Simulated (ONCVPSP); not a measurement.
**Pseudopotential generation for As: ONCV, LDA (Perdew-Wang 92)**

Do these settings give a usable potential? It is generated, then checked for transferability, scattering, ghosts and hardness.

Method: ONCVPSP 4.0.1, LDA (Perdew-Wang 92), fully relativistic.

**1. The design**

The settings as typed:

| Quantity | Value |
| --- | --- |
| element | arsenic (As, Z = 33) |
| type | optimised norm-conserving Vanderbilt (ONCV) |
| frozen core | [Ne] 3s2 |
| valence charge | 21 |
| reference configuration | 3p6 3d10 4s1.5 4p3.5 |
| partial waves | 4s: rc 1.35 bohr, ncon 4, nbas 7, qcut 6.2 1/bohr, 2 projectors, debl 0.3 Ha; 3p+4p: rc 0.85 bohr, ncon 3, nbas 7, qcut 14.6 1/bohr, 2 projectors; 3d: rc 1.20 bohr, ncon 4, nbas 8, qcut 11 1/bohr, 2 projectors, debl 1.2 Ha |
| local potential | polynomial inside 0.65 bohr (lpopt 5, dvloc0 3 Ha) |
| core correction | Teter function, fcfact 2.5, rcfact 1.4 |

The nodes and maxima of the atom's own shells, from an earlier all-electron run, set the scale for the radii.

All-electron outer shells of the reference configuration (LDA (PZ), scalar-relativistic, ld1.x):

```
shell  level (eV)  outermost node (bohr)  outermost maximum (bohr)
   2p    -1303.82                      –                      0.14
   3s     -190.35                   0.25                      0.52
   3p     -134.26                   0.22                      0.52
   3d      -41.72                      –                      0.47
   4s      -15.16                   0.73                      1.59
   4p       -5.67                   0.78                      1.95
```

**2. Generation**

As.dat

```
# ATOM AND REFERENCE CONFIGURATION
# atsym  z   nc   nv     iexc    psfile
  As 33.00    4    4  -001012      upf
#
#   n    l    f
    1    0    2.00
    2    0    2.00
    2    1    6.00
    3    0    2.00
    3    1    6.00
    3    2   10.00
    4    0    1.50
    4    1    3.50
#
# PSEUDOPOTENTIAL AND OPTIMIZATION
# lmax
    2
#
#   l,   rc,      ep,       ncon, nbas, qcut
    0    1.35    0.00    4    7    6.20
    1    0.85    0.00    3    7   14.60
    2    1.20    0.00    4    8   11.00
#
# LOCAL POTENTIAL
# lloc, lpopt,  rc(5),   dvloc0
    4    5    0.65    3.00
#
# VANDERBILT-KLEINMAN-BYLANDER PROJECTORs
# l, nproj, debl
    0    2    0.30
    1    2    0.70
    2    2    1.20
#
# MODEL CORE CHARGE
# icmod, fcfact, rcfact
    3    2.50    1.40
#
# LOG DERIVATIVE ANALYSIS
# epsh1, epsh2, depsh
   -6.00    5.00    0.04
#
# OUTPUT GRID
# rlmax, drl
    6.00    0.01
#
# TEST CONFIGURATIONS
# ncnf
    4
# nvcnf
#   n    l    f
    4
    3    1    6.00
    3    2   10.00
    4    0    2.00
    4    1    3.00
#
    4
    3    1    6.00
    3    2   10.00
    4    0    2.00
    4    1    2.00
#
    4
    3    1    6.00
    3    2   10.00
    4    0    2.00
    4    1    1.00
#
    4
    3    1    6.00
    3    2   10.00
    4    0    2.00
    4    1    0.00
#
```

Started as:

```console
$ oncvpspr.x < As.dat > As.out
```

Before running it: what results should come out? Wanted: cutoffs for 1 and 0.1 mHa per electron, occupied waves; bound ghosts; GHOST(+) flags; largest test error; largest phase difference near zero energy, channels read; rms error of d²Exc/dn², without and with the model core; projector energies reset by the program.

As calculated:

| quantity | value |
| --- | --- |
| cutoffs for 1 and 0.1 mHa per electron, occupied waves | 69 Ha and 160 Ha |
| bound ghosts | s at -162.48 eV |
| GHOST(+) flags | s at 606 eV |
| largest test error (AE − PS) | -15 meV, for 3p6 3d10 4s2 4p0 |
| largest phase difference near zero energy, channels read | 0.000 rad |
| rms error of d²Exc/dn², without and with the model core | 8.22 and 7.20 mHa |
| projector energies reset by the program | s: -0.557, 0.250 Ha; d: -1.522, 0.250 Ha |

In words: It has a bound ghost (s), a state that the atom doesn't have, and that rules the file out. By total energies transferability is good: the largest error is 15 meV on 50.8 eV, for 3p6 3d10 4s2 4p0. Atomic tests can pass in spite of a ghost, since they solve only for the levels asked. By its cutoff, 69 Ha for the looser tolerance, it is very hard. Near zero energy the phases of the channels with partial waves agree within 0.001 rad. The pseudo curves have a pole with no partner nearby in the atom's: s at -5.89 Ha. The program also flags highly localised states, GHOST(+) (s). These are tests on the free atom; a crystal test is still owed.
